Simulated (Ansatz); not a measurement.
# AlGa2N3: a trial structure relaxed

Where does this trial cell of AlGa2N3 go when cell and atoms are let free?

Computed with Ansatz 0.2.0 (DFT PBE, scalar-relativistic, plane waves, PAW, unless a step's input says otherwise).

### Step 1. The system as given

The structure is trigonal, space group P-3m1 (No. 164). The conventional cell has a = 3.403 Å, b = 3.403 Å, c = 8.335 Å, α = 90.00°, β = 90.00°, γ = 120.00°. Around Al (site symmetry -3m) lie 6 N at 2.41 Å. Ga (site symmetry 3m) is surrounded by 6 N at 2.41 Å. N (site symmetry 3m) is surrounded by 3 Ga at 2.41 Å and 3 Al at 2.41 Å. N (site symmetry -3m) has 6 Ga at 2.41 Å as nearest neighbours.

Coordinates:

```
Al Ga N
1.0
     3.40267    0.00000    0.00000
    -1.70134    2.94680    0.00000
     0.00000    0.00000    8.33481
Al Ga N
1 2 3
Direct
  0.00000 0.00000 0.00000
  0.33333 0.66667 0.66667
  0.66667 0.33333 0.33333
  0.66667 0.33333 0.83333
  0.00000 0.00000 0.50000
  0.33333 0.66667 0.16667
```

The start is an ordering of an alloy on its end members' structure types: elements ordered on the sites of the GaN type, Al/Ga on Ga (P-3m1, No. 164).

### Step 2. A first look at the guess

input.yaml

```yaml
crystal:
  lattice:
    - [3.40267053, 0.0, 0.0]
    - [-1.70133527, 2.94679912, 0.0]
    - [0.0, 0.0, 8.33480657]
  atoms:
    - { symbol: Al, position: [0.0, 0.0, 0.0] }
    - { symbol: Ga, position: [0.33333333, 0.66666667, 0.66666667] }
    - { symbol: Ga, position: [0.66666667, 0.33333333, 0.33333333] }
    - { symbol: "N", position: [0.66666667, 0.33333333, 0.83333333] }
    - { symbol: "N", position: [0.0, 0.0, 0.5] }
    - { symbol: "N", position: [0.33333333, 0.66666667, 0.16666667] }
basis:
  ecutwfc: 420
kpoints:
  mp_grid: { grid: [6, 6, 2] }
hamiltonian:
  xc: pbe
scf:
  occupations: { method: gaussian, width: 0.1 }
  lower_state_search: "off"
output:
  forces: true
  stress: true
  eigenvalues: true
```

The run is started by

```
ansatz run input.yaml --threads 1 --pin off --max-ram 2560MiB --backend cpu --events-out ev --progress --plain --runs-dir out
```

Further runs follow: spin check on a coarse mesh; rough relaxation on the coarse mesh; another rough relaxation; relaxation on the finer mesh.

Q: Predict the outcome of this session. Wanted: conventional cell; volume; energy over the elements; gap on the mesh.

The runs gave:

| quantity | value |
| --- | --- |
| symmetry at the end (tolerance 0.02 Å) | space group P-3m1 (No. 164) |
| conventional cell | a = 2.972 Å, b = 2.972 Å, c = 7.286 Å, α = 90.00°, β = 90.00°, γ = 120.00° |
| volume | 9.29 Å³/atom |
| energy over the elements (uncorrected; H, N, O, F and Cl as molecules) | -0.36 eV/atom |
| gap on the mesh | 1.49 eV |

What this shows: The space group P-3m1 (No. 164) is kept, and the volume per atom shrinks by 33.3 % from the first guess. It lies below the elements, which doesn't yet make it stable: competing phases were not computed in this session. No finished test with a distortion of lower symmetry is shown, so the end may be a saddle point. Other magnetic orders were not searched.
